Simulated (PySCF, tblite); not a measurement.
# C₄H₁₄N₂Si: geometry, infrared bands and NMR shifts

Wanted: the infrared bands and NMR shifts of C₄H₁₄N₂Si (`CC(C)(C)NN[SiH3]`), by calculation.

The runs use tblite 0.8.0 and PySCF 2.14.0, with density-fitted response routines of our own; the level of theory stands in each step. All values are computed, except where a source is named. Atoms count from 0, in the outputs and in this text.

**1. The starting structure**

21 atoms, charge 0, multiplicity 1; geometry from: force field or distance geometry start.

Bonds of the start (Å): C0–C1 1.53, C1–C2 1.54, C1–C3 1.53, C1–N4 1.50, N4–N5 1.47, N5–Si6 1.72, C0–H7 1.11, C0–H8 1.09, C0–H9 1.11, C2–H10 1.09, C2–H11 1.10, C2–H12 1.11, C3–H13 1.11, C3–H14 1.09, C3–H15 1.09, N4–H16 1.03, N5–H17 1.02, Si6–H18 1.47, Si6–H19 1.49, Si6–H20 1.48.

**2. Geometry optimisation with GFN2-xTB**

The job: settings as JSON, then the geometry in Å.

```
{"job": {"kind": "relax", "xc": "GFN2-xTB", "basis": "xTB"}, "charge": 0, "multiplicity": 1}
C     -1.079800     1.293400    -0.628700
C     -0.847100    -0.052900     0.051200
C     -1.902400    -0.253700     1.157500
C     -0.979100    -1.200100    -0.960000
N      0.468300    -0.089500     0.765300
N      1.579800     0.101900    -0.172700
Si     3.130500     0.166900     0.571500
H     -0.983300     2.132400     0.083900
H     -0.380700     1.466600    -1.449200
H     -2.103400     1.340600    -1.045200
H     -1.782000    -1.205300     1.677900
H     -1.876300     0.548200     1.903300
H     -2.925400    -0.246900     0.734800
H     -0.756000    -2.176300    -0.488200
H     -0.308800    -1.076700    -1.805000
H     -2.000800    -1.256500    -1.338500
H      0.462000     0.660200     1.469200
H      1.626400    -0.674400    -0.837700
H      4.123700     0.473400    -0.472400
H      3.111200     1.222800     1.621900
H      3.414200    -1.157200     1.171200
```

Launch:

```
$ OMP_NUM_THREADS=1 python probes_run.py task.json out
```

This one command runs all jobs of the session in turn.

The log of the run:

```text
step      E/eV     max force
  0    -633.03959    1.237
  1    -633.11581    0.816
  2    -633.15670    0.492
  3    -633.18074    0.353
  4    -633.19675    0.331
  5    -633.20627    0.291
  6    -633.21639    0.308
  7    -633.22677    0.272
  8    -633.23637    0.205
  9    -633.24376    0.180
 10    -633.24925    0.149
 11    -633.25330    0.146
 12    -633.25658    0.128
 13    -633.25938    0.139
 14    -633.26207    0.131
 15    -633.26459    0.121
 16    -633.26642    0.101
 17    -633.26748    0.067
 18    -633.26822    0.067
 19    -633.26905    0.062
 20    -633.27017    0.075
 21    -633.27152    0.094
 22    -633.27298    0.094
 23    -633.27445    0.104
 24    -633.27585    0.100
 25    -633.27707    0.077
 26    -633.27817    0.086
 27    -633.27936    0.094
 28    -633.28094    0.107
 29    -633.28314    0.136
 30    -633.28593    0.119
 31    -633.28896    0.136
 32    -633.29164    0.129
 33    -633.29352    0.085
 34    -633.29463    0.074
 35    -633.29529    0.064
 36    -633.29581    0.064
 37    -633.29646    0.060
 38    -633.29734    0.080
 39    -633.29846    0.088
 40    -633.29979    0.087
 41    -633.30136    0.097
 42    -633.30325    0.116
 43    -633.30551    0.123
 44    -633.30813    0.115
 45    -633.31120    0.144
 46    -633.31450    0.166
 47    -633.31751    0.115
 48    -633.31981    0.152
 49    -633.32186    0.092
 50    -633.32396    0.108
 51    -633.32661    0.128
 52    -633.32946    0.115
 53    -633.33215    0.139
 54    -633.33434    0.155
 55    -633.33711    0.175
 56    -633.33984    0.123
 57    -633.34454    0.150
 58    -633.34733    0.118
 59    -633.35008    0.119
 60    -633.35214    0.124
 61    -633.35416    0.133
 62    -633.35777    0.143
 63    -633.36150    0.139
 64    -633.36486    0.109
 65    -633.36619    0.175
 66    -633.36738    0.087
 67    -633.36909    0.088
 68    -633.36988    0.117
 69    -633.37134    0.121
 70    -633.37226    0.085
 71    -633.37295    0.062
 72    -633.37351    0.053
 73    -633.37425    0.067
 74    -633.37523    0.076
 75    -633.37628    0.087
 76    -633.37745    0.104
 77    -633.37859    0.074
 78    -633.37993    0.096
 79    -633.38106    0.082
 80    -633.38212    0.077
 81    -633.38283    0.074
 82    -633.38354    0.088
 83    -633.38437    0.085
 84    -633.38543    0.079
 85    -633.38653    0.055
 86    -633.38724    0.047
 87    -633.38772    0.055
 88    -633.38812    0.037
 89    -633.38841    0.031
 90    -633.38867    0.035
 91    -633.38899    0.042
 92    -633.38942    0.050
 93    -633.38978    0.041
 94    -633.39001    0.033
 95    -633.39019    0.030
 96    -633.39044    0.039
 97    -633.39085    0.057
 98    -633.39128    0.053
 99    -633.39155    0.028
100    -633.39166    0.019
101    -633.39174    0.023
102    -633.39187    0.030
103    -633.39208    0.039
104    -633.39234    0.039
105    -633.39260    0.036
106    -633.39283    0.033
107    -633.39308    0.032
108    -633.39335    0.045
109    -633.39357    0.036
110    -633.39370    0.022
111    -633.39379    0.023
112    -633.39389    0.026
113    -633.39405    0.037
114    -633.39426    0.038
115    -633.39443    0.028
116    -633.39459    0.033
117    -633.39475    0.033
118    -633.39497    0.035
119    -633.39525    0.035
120    -633.39551    0.025
121    -633.39570    0.024
122    -633.39581    0.026
123    -633.39589    0.025
124    -633.39597    0.023
125    -633.39606    0.020
126    -633.39616    0.019
127    -633.39627    0.027
128    -633.39637    0.023
129    -633.39644    0.015
130    -633.39648    0.013
131    -633.39651    0.013
132    -633.39655    0.012
133    -633.39658    0.016
134    -633.39662    0.013
135    -633.39665    0.012
136    -633.39669    0.014
137    -633.39673    0.014
138    -633.39677    0.013
139    -633.39680    0.012
140    -633.39682    0.013
141    -633.39686    0.013
142    -633.39690    0.014
143    -633.39694    0.015
144    -633.39698    0.012
145    -633.39701    0.011
146    -633.39703    0.010
```

Run time: 3.2 s. Hardware: 1 thread of Intel Xeon at 2.50GHz, shared host; peak memory 0.18 GiB.

The steps of the relaxation: (not every step is listed)

| step | energy from step 0 (eV) | largest force (eV/Å) |
| --- | --- | --- |
| 0 | 0.0000 | 1.2367 |
| 1 | -0.0762 | 0.8156 |
| 2 | -0.1171 | 0.4916 |
| 3 | -0.1412 | 0.3528 |
| 4 | -0.1572 | 0.3306 |
| 5 | -0.1667 | 0.2908 |
| 6 | -0.1768 | 0.3080 |
| 7 | -0.1872 | 0.2715 |
| 8 | -0.1968 | 0.2054 |
| 21 | -0.2319 | 0.0943 |
| 34 | -0.2550 | 0.0744 |
| 47 | -0.2779 | 0.1148 |
| 60 | -0.3125 | 0.1236 |
| 73 | -0.3347 | 0.0669 |
| 86 | -0.3477 | 0.0465 |
| 99 | -0.3520 | 0.0277 |
| 112 | -0.3543 | 0.0257 |
| 125 | -0.3565 | 0.0198 |
| 138 | -0.3572 | 0.0128 |
| 141 | -0.3573 | 0.0134 |
| 142 | -0.3573 | 0.0136 |
| 143 | -0.3573 | 0.0153 |
| 144 | -0.3574 | 0.0124 |
| 145 | -0.3574 | 0.0108 |
| 146 | -0.3574 | 0.0099 |

Distances of close pairs at the start and the end, largest changes first:

| bond | before (Å) | after (Å) | change (Å) |
| --- | --- | --- | --- |
| N4–N5 | 1.467 | 1.425 | -0.042 |
| C1–N4 | 1.497 | 1.472 | -0.026 |
| Si6–H19 | 1.490 | 1.465 | -0.024 |
| C2–H12 | 1.107 | 1.087 | -0.020 |
| C3–H13 | 1.107 | 1.087 | -0.020 |
| C0–H9 | 1.106 | 1.087 | -0.019 |
| C0–H7 | 1.105 | 1.089 | -0.016 |
| Si6–H18 | 1.473 | 1.459 | -0.014 |

The next job starts from the end point, and lists it.

**3. Vibrational analysis with GFN2-xTB**

The job: settings as JSON, then the geometry in Å.

```
{"job": {"kind": "ir", "xc": "GFN2-xTB", "basis": "xTB"}, "charge": 0, "multiplicity": 1}
C     -0.716318     1.312023    -0.332521
C     -0.829340    -0.147991     0.121176
C     -1.976281    -0.293903     1.123259
C     -1.071814    -1.053229    -1.088413
N      0.379381    -0.627244     0.810249
N      1.552820    -0.563387     0.004013
Si     2.890682     0.467557     0.320741
H     -0.545803     1.962961     0.523516
H      0.114765     1.423526    -1.024424
H     -1.630983     1.625178    -0.829598
H     -2.009154    -1.310761     1.504561
H     -1.841394     0.385115     1.962761
H     -2.923654    -0.064500     0.643303
H     -1.116450    -2.091470    -0.770035
H     -0.264862    -0.941179    -1.807658
H     -2.008382    -0.792335    -1.573592
H      0.524577    -0.068278     1.646424
H      1.733361    -1.483230    -0.376261
H      3.775596     0.231338    -0.815468
H      2.362353     1.832950     0.376800
H      3.591980     0.213802     1.591060
```

The log of the run:

```text
mode    cm-1     km/mol
  1      61.5      0.05
  2      85.2      0.63
  3     108.2      0.21
  4     175.0      0.17
  5     221.4      0.58
  6     231.4      1.72
  7     240.4      0.63
  8     253.9      0.89
  9     327.3      1.11
 10     342.7      2.14
 11     405.5      2.44
 12     423.5      3.60
 13     463.7     61.59
 14     536.6     59.06
 15     563.3     38.68
 16     624.1     72.35
 17     738.5    130.32
 18     764.3    126.39
 19     804.4    138.10
 20     816.2    228.12
 21     845.4    217.43
 22     898.4     91.29
 23     942.8      5.49
 24     947.8      1.07
 25     958.4      0.18
 26     959.0      2.85
 27    1031.2      2.82
 28    1037.7      3.37
 29    1164.3     45.45
 30    1220.2     34.04
 31    1239.8     76.57
 32    1249.2     23.08
 33    1305.7     48.59
 34    1392.6      6.54
 35    1395.7      6.65
 36    1412.3      5.14
 37    1424.4      7.59
 38    1480.5      0.07
 39    1491.9      0.46
 40    1493.3      0.36
 41    1497.2      1.50
 42    1499.4      1.77
 43    1511.8      6.36
 44    2164.8    437.65
 45    2242.7    234.64
 46    2287.1    345.39
 47    3017.4     17.10
 48    3025.6     59.16
 49    3033.5     13.26
 50    3039.7      9.31
 51    3041.2      1.91
 52    3044.6     19.08
 53    3046.4     88.89
 54    3047.9     38.79
 55    3050.3     49.21
 56    3333.5     15.43
 57    3389.4      6.13
```

It took 2.3 s on 1 thread of Intel Xeon at 2.50GHz, shared host; peak memory 0.18 GiB.

The strongest bands and the atoms that carry them (share of the mass-weighted mode):

| cm⁻¹ | km/mol | atoms |
| --- | --- | --- |
| 738 | 130.3 | H18 45 %, H19 34 % |
| 764 | 126.4 | N4 32 %, H16 13 %, C0 11 % |
| 804 | 138.1 | H20 24 %, H18 22 % |
| 816 | 228.1 | H20 15 %, H18 15 %, C3 11 % |
| 845 | 217.4 | H19 48 %, H20 44 % |
| 2165 | 437.6 | H20 92 % |
| 2243 | 234.6 | H19 92 % |
| 2287 | 345.4 | H18 96 % |

**4. NMR shieldings: PBE0/pcSseg-1**

Settings changed since step 3:

```diff
@@ -1,2 +1,2 @@
-{"job": {"kind": "ir", "xc": "GFN2-xTB", "basis": "xTB"}, "charge": 0, "multiplicity": 1}
+{"job": {"kind": "nmr", "xc": "PBE0", "basis": "pcSseg-1"}, "charge": 0, "multiplicity": 1}
 C     -0.716318     1.312023    -0.332521
```

Level: GIAO PBE0/pcSseg-1 NMR shielding, non-relativistic, gas phase.

The log of the run:

```text
coarse grid: 16776 points
cycle   1  E = -559.2325954367  dE =  5.007e-01  |g| = 4.864e-01  |ddm| = 3.893e+00
cycle   2  E = -559.2214805564  dE =  1.111e-02  |g| = 5.378e-01  |ddm| = 9.603e-01
cycle   3  E = -559.2914275239  dE = -6.995e-02  |g| = 7.062e-02  |ddm| = 5.527e-01
cycle   4  E = -559.2922702630  dE = -8.427e-04  |g| = 3.133e-02  |ddm| = 8.918e-02
cycle   5  E = -559.2924800326  dE = -2.098e-04  |g| = 5.121e-03  |ddm| = 3.275e-02
cycle   6  E = -559.2924848499  dE = -4.817e-06  |g| = 2.091e-03  |ddm| = 6.194e-03
final grid: 153952 points
cycle   7  E = -559.3311138893  dE = -5.969e-05  |g| = 1.073e-02  |ddm| = 4.010e-02
cycle   8  E = -559.3310973241  dE =  1.657e-05  |g| = 1.350e-02  |ddm| = 2.394e-02
cycle   9  E = -559.3311428748  dE = -4.555e-05  |g| = 9.049e-04  |ddm| = 1.397e-02
cycle  10  E = -559.3311430375  dE = -1.628e-07  |g| = 3.093e-04  |ddm| = 1.163e-03
cycle  11  E = -559.3311430581  dE = -2.059e-08  |g| = 7.689e-05  |ddm| = 3.485e-04
cycle  12  E = -559.3311430593  dE = -1.142e-09  |g| = 3.025e-05  |ddm| = 1.030e-04
cycle  13  E = -559.3311430595  dE = -1.958e-10  |g| = 3.943e-06  |ddm| = 2.549e-05
converged SCF energy = -559.3311430595

GIAO shielding tensors (ppm)
atom      isotropic    diamagn.    paramagn.     s11        s22        s33       span
  0 C      158.796     249.603     -90.807    132.686    157.295    186.407     53.721
  1 C      129.867     242.606    -112.739    113.357    120.520    155.723     42.366
  2 C      156.382     247.496     -91.114    139.446    140.898    188.804     49.358
  3 C      159.766     248.209     -88.442    140.105    151.823    187.370     47.264
  4 N      149.895     317.365    -167.470    105.645    160.767    183.274     77.629
  5 N      211.145     318.983    -107.838    154.244    187.797    291.394    137.150
  6 Si     405.898     880.305    -474.407    351.891    385.664    480.139    128.248
  7 H       31.290      32.850      -1.560     27.856     28.811     37.204      9.349
  8 H       29.609      32.413      -2.804     25.980     29.234     33.612      7.632
  9 H       30.787      32.006      -1.220     26.595     28.806     36.959     10.363
 10 H       30.551      30.636      -0.085     26.869     28.100     36.685      9.816
 11 H       30.957      31.306      -0.349     27.157     28.797     36.918      9.761
 12 H       30.657      30.653       0.003     26.853     28.144     36.973     10.120
 13 H       30.902      31.501      -0.599     27.593     27.694     37.417      9.823
 14 H       30.043      31.841      -1.799     25.732     29.827     34.570      8.838
 15 H       31.005      31.454      -0.450     27.222     28.638     37.154      9.932
 16 H       29.886      35.960      -6.075     21.441     33.114     35.102     13.661
 17 H       29.731      32.872      -3.141     20.161     28.998     40.034     19.873
 18 H       26.996      28.884      -1.888     23.262     25.031     32.694      9.432
 19 H       27.066      30.473      -3.407     22.540     27.750     30.908      8.369
 20 H       26.829      28.866      -2.036     22.878     24.624     32.986     10.108
```

Run time: 2.2 min. Hardware: 1 thread of Intel Xeon at 2.50GHz, shared host; peak memory 0.9 GiB.

Shifts follow as δ = σ(reference) − σ, with reference shieldings (ppm) from runs at the same level and on the same kind of geometry: 1H TMS 31.72, 13C TMS 186.9, 29Si TMS 349.2, 15N NH3 267.7. The references are single molecules in the gas phase, so shifts against H2O, NH3, PH3, H3PO4 or CFCl3 are not on the usual liquid scales and can be off by tens of ppm. Atoms listed in one row are averaged.

| atoms | environment | σ (ppm) | δ (ppm) | δ scaled to CDCl3 |
| --- | --- | --- | --- | --- |
| C1 | fully substituted sp3 carbon bonded to N | 129.9 | 57.1 | 53.8 |
| C0, C2, C3 | methyl carbon | 158.3 | 28.6 | 26.0 |
| H18, H19, H20 | hydrogen on a silicon bonded to N | 26.96 | 4.75 | – |
| H17 | hydrogen on a nitrogen bonded to N, Si | 29.73 | 1.99 | – |
| H16 | hydrogen on a nitrogen bonded to C, N | 29.89 | 1.83 | – |
| H7, H8, H9, H10, H11 and 4 more | hydrogen on a methyl carbon | 30.64 | 1.07 | 1.12 |
| N4 | nitrogen bonded to C, N, H | 149.9 | 117.8 | – |
| N5 | nitrogen bonded to N, Si, H | 211.1 | 56.6 | – |
| Si6 | silicon bonded to N, 3 H | 405.9 | -56.7 | – |

The scaled column applies a straight-line fit of computed shieldings to shifts measured in CDCl3 (root-mean-square error 0.16 ppm for H, 1.9 ppm for C).

Charges from the same density, by scheme (e):

| atoms | Mulliken | IAO | Hirshfeld | ESP fit |
| --- | --- | --- | --- | --- |
| C0, C2, C3 | -0.16 | -0.43 | -0.13 | -0.56 |
| C1 | -0.37 | 0.15 | 0.06 | 0.71 |
| N4 | -0.28 | -0.33 | -0.12 | -0.70 |
| N5 | -0.50 | -0.60 | -0.20 | -0.50 |
| Si6 | 0.60 | 0.74 | 0.34 | 0.49 |

Mayer bond orders: C0–C1 1.00, C1–C2 1.02, C1–C3 1.00, C1–N4 0.92, N4–N5 0.98, N5–Si6 0.99.

Orbitals, density, ELF and potential are computed afterwards from the orbital file.

Frontier orbitals at PBE0/pcSseg-1, with the share of their density that lies nearest to each atom:

| orbital | energy (eV) | lies on |
| --- | --- | --- |
| HOMO | -6.00 | N4 39 %; N5 30 % |
| LUMO | 0.52 | H18, H19, H20 about 15 % each; Si6 14 %; H16 12 % |

ELF in a plane through or near 6 of the atoms.

Values, 10 rows by 14 columns:
```
0.00 0.00 0.00 0.00 0.00 0.00 0.00 0.00 0.00 0.00 0.00 0.00 0.00 0.00
0.00 0.00 0.00 0.00 0.00 0.00 0.00 0.00 0.00 0.00 0.00 0.00 0.00 0.00
0.00 0.00 0.00 0.01 0.00 0.00 0.00 0.00 0.85 0.92 0.04 0.00 0.00 0.00
0.00 0.00 0.75 0.89 0.18 0.01 0.87 0.03 0.98 0.98 0.16 0.02 0.00 0.00
0.00 0.03 0.98 1.00 0.45 0.05 0.95 0.39 0.58 0.31 0.74 0.21 0.00 0.00
0.00 0.00 0.29 0.74 0.49 0.78 0.41 0.81 0.33 0.52 0.22 0.03 0.00 0.00
0.00 0.00 0.06 0.11 0.19 0.92 0.12 0.08 0.45 0.16 0.01 0.00 0.00 0.00
0.00 0.00 0.01 0.01 0.11 0.97 0.21 0.07 1.00 0.97 0.03 0.00 0.00 0.00
0.00 0.00 0.00 0.00 0.00 0.00 0.00 0.02 0.61 0.25 0.00 0.00 0.00 0.00
0.00 0.00 0.00 0.00 0.00 0.00 0.00 0.00 0.00 0.00 0.00 0.00 0.00 0.00
```
The map spans 12.7 Å across and 9.2 Å up, centred on the molecule. Atoms in the plane (x, y in Å): C2 (2.0, 0.7), N4 (-0.3, 0.0), H11 (1.7, 1.7), H16 (-0.5, 0.9), H17 (-1.5, -1.6), H20 (-3.6, 0.7).

On the surface of density 0.002 e/bohr³ the electrostatic potential runs, from the 1st to the 99th percentile, from -1.29 V near N4 to 1.42 V near H16.

**5. Summary of results**

| quantity | value |
| --- | --- |
| strongest single infrared mode (GFN2-xTB) | 2165 cm⁻¹, 438 km/mol |
| zero-point energy (GFN2-xTB) | 110.6 kcal/mol |
| 13C shifts against TMS (PBE0/pcSseg-1, means over atoms taken as alike) | 57.1, 28.6 ppm |
| 1H shifts against TMS (PBE0/pcSseg-1, means over atoms taken as alike) | 4.75, 1.99, 1.83, 1.07 ppm |
| 15N shifts against NH3 (PBE0/pcSseg-1) | 117.8, 56.6 ppm |
| 29Si shifts against TMS (PBE0/pcSseg-1) | -56.7 ppm |
| surface potential, 1st and 99th percentile | -1.29 V and 1.42 V |

**Reading.** Over 146 steps the energy fell by 0.357 eV; of the close pairs, N4–N5 changed most, 1.467 to 1.425 Å. All 57 modes are real, so the xTB geometry is a minimum. The strongest single mode, at 2165 cm⁻¹, moves mainly H20. GFN2-xTB is a fitted tight-binding method: band positions and strengths are rough. Its intensities can rank the bands wrongly. The most deshielded carbon is C1 (fully substituted sp3 carbon bonded to N), at 57.1 ppm: deshielded by the electronegative neighbour. At PBE0/pcSseg-1: The largest span, 137 ppm, is at N5, where the paramagnetic term is -108 ppm.
